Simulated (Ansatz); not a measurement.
# AlIr: how the settings move a single-point run

Question: which choices in the input matter for AlIr?

Method: reference: DFT, PBEsol, PAW with Ansatz's default frozen-core files, scalar-relativistic; levels and slopes on a fine mesh, independent-particle optical spectra, in Ansatz 0.2.0.

## (1) The structure to begin with

Symmetry: Pm-3m, No. 221, cubic system. Conventional cell: a = 2.990 Å, b = 2.990 Å, c = 2.990 Å, α = 90.00°, β = 90.00°, γ = 90.00°. Al (site symmetry m-3m) is surrounded by 8 Ir at 2.59 Å. Around Ir (site symmetry m-3m) lie 8 Al at 2.59 Å.

As a file:

```
Al Ir
1.0
     2.98961    0.00000    0.00000
     0.00000    2.98961    0.00000
     0.00000    0.00000    2.98961
Al Ir
1 1
Direct
  0.00000 0.00000 0.00000
  0.50000 0.50000 0.50000
```

## (2) The reference run

Contents of input.yaml:

```yaml
crystal:
  lattice:
    - [2.9896131747, 0.0, 0.0]
    - [0.0, 2.9896131747, 0.0]
    - [0.0, 0.0, 2.9896131747]
  atoms:
    - { symbol: Al, position: [0.0, 0.0, 0.0] }
    - { symbol: Ir, position: [0.5, 0.5, 0.5] }
kpoints:
  mp_grid: { grid: [14, 14, 14] }
scf:
  occupations: { method: fermi_dirac, width: 0.08 }
hamiltonian:
  xc: pbesol
  pseudopotentials: { kind: paw }
output:
  forces: true
  stress: true
  eigenvalues: true
  eigenstates:
    nscf_kmesh: { grid: [20, 20, 20] }
    de_dk: true
    e_range: [-14, 14]
  optics:
    e_range: [0, 30]
    de: 0.2
    sigma: 0.25
    bands: { spectra_wanted_up_to: 30 }
    nscf_kmesh: { grid: [20, 20, 20] }
    drude_damping: 0.1
checkpoint:
  write: ck
  write_wavefunctions: false
```

Launch:

```bash
$ ansatz run input.yaml --threads 1 --pin off --max-ram 3072MiB --backend cpu --events-out ev --progress --plain --runs-dir out
```

## (3) Variant: ecutrho_ratio 12

input.yaml, as its differences from that of step 2:

```diff
@@ -33 +33,3 @@
   write_wavefunctions: false
+basis:
+  ecutrho_ratio: 12
```

What does the calculation give? Wanted: for each run, ending; energy change; pressure; gap; force.

The runs gave:

| run | ending | energy change | pressure (GPa) | gap (eV) | force (eV/Å) | cycles | time |
| --- | --- | --- | --- | --- | --- | --- | --- |
| reference | converged | 0 | 0.0 | 0.00 | 0.00 | - | 78 s |
| 1: ecutrho_ratio 12 | converged | 0.0 meV/atom | 0.0 | 0.00 | 0.00 | 7 | 82 s |

Residual by cycle in the longest SCF loop of each run; runs are numbered as in the table. The quantity is the density residual dr2, in eV.

```
cycle  reference    run 1
    1    0.00123  0.00123
    2     4.2e-4   4.2e-4
    3     2.6e-6   2.5e-6
    4     1.8e-7   1.4e-7
    5     4.6e-9   5.1e-9
    6    3.6e-11  1.1e-10
    7    9.1e-13  4.2e-12
```

Changing the numerical grids leaves the energy as it was (0.0 meV/atom).
